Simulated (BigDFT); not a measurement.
Runs of BigDFT 1.9.6 on Cu2. The cell holds a molecule in a box, 2 atoms: a = 9.000 Å, b = 9.000 Å, c = 12.000 Å, α = 90.00°, β = 90.00°, γ = 90.00°. 

```tsv
level	empty orbitals to converge (nvirt)	solvent permittivity	gap on the mesh (eV)	largest force (eV/Å)
PBE	2	46.8	1.79	0.35
PBE+D2	-	-	-	0.45
PBE	2	4.71	1.67	(c)
PBE	2	78.36	1.79	0.32
PBE	2	-	1.53	0.46
PBE+D3	-	-	-	0.45
PBE	2	24.9	1.78	0.38
PBE	2	8.93	(b)	(a)
```

Alike in all rows: task single point; potentials or basis GTH-PBE (Cu q11); no spin polarisation; cell as given; smearing fixed; grid spacing 0.37 bohr.

Question: Fill in the values left out.

Answer: (a) 0.42; (b) 1.72; (c) 0.44.

Caveats: boundaries are free: the box only frames the coordinates, and the band gap is the HOMO-LUMO gap (some runs); the molecule sits in an implicit solvent (some runs); boundaries are free: the box only frames the coordinates (some runs).

